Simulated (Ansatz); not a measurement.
Working through a single point from an input written key by key of AlClH₂OS₂, SMILES [OH][Al]([Cl])[S]S

With the Ansatz DFT code, driven from Python.

Contents of `input.yaml`:
```yaml
crystal:
  periodic: [false, false, false]
  atoms:
    - { symbol: O, position_ang: [-0.3551, -0.1393, 1.9912] }
    - { symbol: Al, position_ang: [0.5107, -0.7288, 0.5216] }
    - { symbol: Cl, position_ang: [2.6749, -0.9781, 0.6077] }
    - { symbol: S, position_ang: [-0.5186, -1.1684, -1.4059] }
    - { symbol: S, position_ang: [-0.3356, 0.8071, -2.1191] }
    - { symbol: H, position_ang: [-0.397, 0.9052, 1.8653] }
    - { symbol: H, position_ang: [-1.518, 1.2342, -1.5065] }
basis:
  gaussian: { orbitals: def2-SVP, nuclear_model: point }
correlation:
  method: mp2
```

Run as a notebook:

```python
import ansatz
```

```python
session = ansatz.Session.from_deck('input.yaml')
summary = session.plan(threads=1).execute().report
```

```python
for key in ('converged', 'free_energy_ev', 'reference_energy_ev', 'n_frozen', 'n_occupied', 'n_virtual'):
    print(f'{key:22s} {summary[key]}')
symbols = ['O', 'Al', 'Cl', 'S', 'S', 'H', 'H']
print('correlation energy', round(summary['free_energy_ev'] - summary['reference_energy_ev'], 5), 'eV')
cluster = summary['correlation'].get('coupled_cluster')
if cluster:
    print('cycles', cluster['cycles'], ' T1 diagnostic', round(cluster['t1_diagnostic'], 4), ' largest double', round(cluster['largest_double'], 4))
field = summary['mean_field']
print('<S^2> =', round(abs(field['state']['spin_squared']), 4), ' all-electron relativity setting:', field['relativity'])
print('passes:', field['passes'])
if 'symmetry' in field:
    print('occupied orbitals by irrep:', field['symmetry']['occupied'])
```

    converged              True
    free_energy_ev         -42796.76211858065
    reference_energy_ev    -42779.437094306166
    n_frozen               21
    n_occupied             [15, 15]
    n_virtual              [60, 60]
    correlation energy -17.32502 eV
    <S^2> = 0.0  all-electron relativity setting: none
    passes: {'evaluations': 10, 'products': 34}
    occupied orbitals by irrep: [{'A': 36}, {'A': 36}]

These settings explore the input space; basis and method may be short of convergence. The geometry is a force-field or estimated start, not a minimum of this method, and the basis set is short of its limit. Run time: 1.9 s on 1 thread of Arm Neoverse V1 (shared host), peak memory 0.21 GiB.
